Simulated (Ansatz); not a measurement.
# FeNi2: the cost of one run

Program: Ansatz 0.2.0. Level of theory: DFT PBE, scalar-relativistic, plane waves, PAW. These are calculated values, not measurements.

### 1 Starting point

The structure is cubic, space group Fd-3m (No. 227). The conventional cell has a = 6.550 Å, b = 6.550 Å, c = 6.550 Å, α = 90.00°, β = 90.00°, γ = 90.00°. Fe (site symmetry -43m) has 12 Ni at 2.72 Å and 4 Fe at 2.84 Å as nearest neighbours. Ni (site symmetry -3m) is surrounded by 6 Ni at 2.32 Å.

Structure file:

```cif
data_structure
_symmetry_space_group_name_H-M 'P 1'
_symmetry_Int_Tables_number 1
_cell_length_a 4.6317
_cell_length_b 4.6317
_cell_length_c 4.6317
_cell_angle_alpha 60.000
_cell_angle_beta 60.000
_cell_angle_gamma 60.000
_cell_volume 70.26
loop_
_atom_site_label
_atom_site_type_symbol
_atom_site_fract_x
_atom_site_fract_y
_atom_site_fract_z
_atom_site_occupancy
Fe1 Fe 0.75000 0.75000 0.75000 1
Fe2 Fe 0.50000 0.50000 0.50000 1
Ni1 Ni 0.12500 0.12500 0.62500 1
Ni2 Ni 0.12500 0.62500 0.12500 1
Ni3 Ni 0.62500 0.12500 0.12500 1
Ni4 Ni 0.12500 0.12500 0.12500 1
```

(A quick probe on a coarse mesh, which set the mesh and smearing, is not shown.)

### 3 The relaxation

Input file input.yaml:

```yaml
crystal:
  lattice:
    - [0.0, 3.275079, 3.275079]
    - [3.275079, 0.0, 3.275079]
    - [3.275079, 3.275079, 0.0]
  atoms:
    - { symbol: Fe, position: [0.75, 0.75, 0.75], spin: 3.27 }
    - { symbol: Fe, position: [0.5, 0.5, 0.5], spin: 3.27 }
    - { symbol: Ni, position: [0.125, 0.125, 0.625], spin: 0.68 }
    - { symbol: Ni, position: [0.125, 0.625, 0.125], spin: 0.68 }
    - { symbol: Ni, position: [0.625, 0.125, 0.125], spin: 0.68 }
    - { symbol: Ni, position: [0.125, 0.125, 0.125], spin: 0.68 }
basis:
  ecutwfc: 420
kpoints:
  mp_grid: { grid: [10, 10, 10] }
hamiltonian:
  xc: pbe
scf:
  occupations: { method: gaussian, width: 0.1 }
output:
  forces: true
  stress: true
  eigenvalues: true
  populations: true
magnetization:
  spin_polarized: true
relax:
  adjacent_minimum: "off"
  f_tol: 0.01
  max_steps: 80
  cell: { stress_tol: 0.05 }
```

Run with:

```console
ansatz run input.yaml --threads 1 --pin off --max-ram 2560MiB --backend cpu --events-out ev --progress --plain --runs-dir out
```

Q: Estimate wall time and peak memory on 1 thread of Arm Neoverse V2, shared host.

About 3 min, with a peak of 0.64 GiB.
